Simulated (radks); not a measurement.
# Exchange and kinetic functionals tested on atomic densities: Zn, Cd⁺, N, Ge³⁺, C³⁺, Be²⁺

Aim: take each self-consistent density and evaluate many functionals on it, against the exact exchange and kinetic energies of the same orbitals. Every spin shell is full or empty, so the densities are truly spherical.

The numbers are computed with radks (a radial shooting solver on a logarithmic mesh, Libxc functionals) version 1 (non-relativistic Kohn-Sham, LDA (Slater exchange, Perdew-Wang correlation), spin-polarised, spherical densities, point nucleus; open shells are filled with parallel spins first), except any that are marked as measured or tabulated.

### 1 The atom as given

| Property | Result |
| --- | --- |
| species | Zn ([Ar] 3d10 4s2), Cd⁺ ([Kr] 4d10 5s1), N ([He] 2s2 2p3), Ge³⁺ ([Ar] 3d10 4s1), C³⁺ ([He] 2s1), Be²⁺ ([He]) |

### 2 Zn, [Ar] 3d10 4s2

Input:

```text
Z 30
configuration [Ar] 3d10 4s2
relativity non-relativistic
functional lda,pw
spin polarised
nucleus point
```

### 3 Cd⁺, [Kr] 4d10 5s1

Input:

```text
Z 48
configuration [Kr] 4d10 5s1
relativity non-relativistic
functional lda,pw
spin polarised
nucleus point
```

### 4 N, [He] 2s2 2p3

Input:

```text
Z 7
configuration [He] 2s2 2p3
relativity non-relativistic
functional lda,pw
spin polarised
nucleus point
```

### 5 Ge³⁺, [Ar] 3d10 4s1

Input:

```text
Z 32
configuration [Ar] 3d10 4s1
relativity non-relativistic
functional lda,pw
spin polarised
nucleus point
```

### 6 C³⁺, [He] 2s1

Input:

```text
Z 6
configuration [He] 2s1
relativity non-relativistic
functional lda,pw
spin polarised
nucleus point
```

### 7 Be²⁺, [He]

Input:

```text
Z 4
configuration [He]
relativity non-relativistic
functional lda,pw
spin polarised
nucleus point
```

Before running it: what results should come out? Wanted: for each run, error in magnitude; Zn; Cd⁺; N; Ge³⁺; C³⁺; Be²⁺.

As calculated:

```
 error in magnitude (%)      Zn     Cd⁺       N    Ge³⁺     C³⁺    Be²⁺
          exchange, LDA   -5.59   -4.90  -10.49   -5.69  -13.31  -14.01
       exchange, revPBE   +0.20   -0.26   +0.23   -0.05   +0.04   -0.13
         exchange, PW86   +0.57   -0.15   +0.83   +0.25   +0.45   +0.22
          exchange, G96   +0.69   +0.37   +0.07   +0.47   -0.11   -0.03
         exchange, TPSS   +0.36   -0.25   +0.53   +0.10   +0.37   +0.23
      exchange, revTPSS   -0.38   -0.89   +0.11   -0.63   +0.24   +0.20
          exchange, MS2   -0.02   -0.55   +0.51   -0.27   +0.43   +0.34
         exchange, TASK   -2.41   -2.24   -2.50   -2.42   -1.53   +0.25
          exchange, MVS   +0.25   +0.08   -0.11   +0.11   -0.24   +0.28
  kinetic, Thomas-Fermi   -6.36   -5.35   -9.19   -6.19   -9.96   -9.43
kinetic, von Weizsacker  -50.73  -57.93  -19.27  -51.73   -5.56   +0.00
       kinetic, TF + vW  +42.91  +36.72  +71.53  +42.09  +84.48  +90.57
     kinetic, TF + vW/9   -0.89   -0.68   -0.22   -0.82   +0.53   +1.68
          kinetic, LC94   -0.12   +0.07   +0.07   -0.06   +0.34   +1.26
      kinetic, revAPBEK   +0.21   +0.31   +0.79   +0.25   +1.12   +2.03
           kinetic, LKT  +23.27  +19.46  +44.69  +22.79  +55.79  +61.13
           kinetic, PG1  +18.42  +15.30  +37.76  +18.04  +48.47  +53.65
kinetic, DePristo-Kress   -0.21   -0.09   -0.76   -0.16   -0.12   +1.71
```

In words: Negative means that the magnitude is too small. For exchange the mean absolute error is least for revPBE (0.15 %) and largest for LDA (9.00 %). Among the orbital-free kinetic functionals LC94 (0.32 %) does best and TF + vW (61.38 %) worst. The functionals are evaluated on one density each, not self-consistently.
